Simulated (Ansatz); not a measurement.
# InH₅S (SMILES [SH2+][InH3-]): energies and forces away from the minimum

The task here is to estimate one member of a computed series from the others.

The runs use Ansatz 0.2.0, Gaussian basis; single points with forces in def2-TZVPP.

Levels: PBE-D4, r2SCAN-D4, PBE0-D4, wB97M-V, Hartree-Fock, MP2, CCSD, CCSD(T). Each coordinate is moved by a Gaussian draw of the width named (0.7 of it for atoms other than hydrogen): 0.12, 0.04, 0.02, 0.12 Å.

Correlated methods freeze the cores. Filled d shells of the heavier atoms are correlated. Core potentials replace the inner electrons past krypton, and spin-orbit coupling is left out.

10 further runs of the same task are left out: 10 set aside as unsound or not needed.

## Starting geometry

The minimum, relaxed at PBE0-D4: SMILES `[SH2+][InH3-]`, 7 atoms, charge 0, spin multiplicity 1.

Atoms are counted from 1 here; the program's logs count them from 0.

Bond lengths: S1–In2 2.849 Å, S1–H3 1.343 Å, S1–H4 1.343 Å, In2–H5 1.729 Å, In2–H6 1.733 Å, In2–H7 1.729 Å. Angles: In2–S1–H3 95.5°, In2–S1–H4 95.5°, H3–S1–H4 92.6°, S1–In2–H5 94.1°, S1–In2–H6 94.5°, S1–In2–H7 94.1°, H5–In2–H6 119.1°, H5–In2–H7 120.0°, H6–In2–H7 119.2°.

Geometry (Å):

```xyz
7
H5InS
S    -0.3796   -1.6102   -0.2679
In    0.2791    1.1618   -0.2739
H    -1.3265   -1.5156    0.6802
H     0.5621   -1.9637    0.6220
H    -1.1766    1.6330   -1.0792
H     0.3667    1.2855    1.4521
H     1.7360    0.9412   -1.1788
```

Energies of the minimum (eV), from earlier single points: PBE-D4 -16085.43426, r2SCAN-D4 -16091.46854, PBE0-D4 -16086.46647, B3LYP-D4 -16093.12403, wB97M-V -16087.77171, CCSD(T) -16059.76483.

The first run:

File ccsdt-tzvpp/in.yaml:

```yaml
crystal:
  periodic: [false, false, false]
  atoms:
    - {symbol: S, position_ang: [-0.327918, -1.609643, -0.249200]}
    - {symbol: In, position_ang: [0.300383, 1.258812, -0.162778]}
    - {symbol: H, position_ang: [-1.382395, -1.401109, 0.661138]}
    - {symbol: H, position_ang: [0.807267, -1.993304, 0.628351]}
    - {symbol: H, position_ang: [-1.259475, 1.711516, -1.155597]}
    - {symbol: H, position_ang: [0.459261, 1.235313, 1.466825]}
    - {symbol: H, position_ang: [1.634867, 1.037708, -1.160371]}
basis:
  gaussian: {orbitals: def2-TZVPP}
correlation: {method: ccsd_t}
output: {forces: true}
```

No record of the launch command was kept for these runs.

Steps of the session up to this table: Structure 1, width 0.12 Å; Structure 2, width 0.04 Å; Structure 3, width 0.02 Å; Structure 4, width 0.12 Å.

One of the session's tables, all rows but one given; the rest of the session is left out.

| method | RMS force component (eV/Å) | angle to CCSD(T) forces (°) | dipole (D) |
| --- | --- | --- | --- |
| PBE-D4 | 0.989 | 9.5 | 2.70 |
| r2SCAN-D4 | ? | ? | ? |
| PBE0-D4 | 1.031 | 2.4 | 2.65 |
| wB97M-V | 1.033 | 0.9 | 2.56 |
| CCSD(T) | 1.022 | reference | 2.56 |

Q: Estimate the row for r2SCAN-D4 from the others.

As computed: RMS force component (eV/Å): 1.011; angle to CCSD(T) forces (°): 3.0; dipole (D): 2.70. In the column «RMS force component (eV/Å)» it lies between PBE-D4 (0.989) and CCSD(T) (1.022).
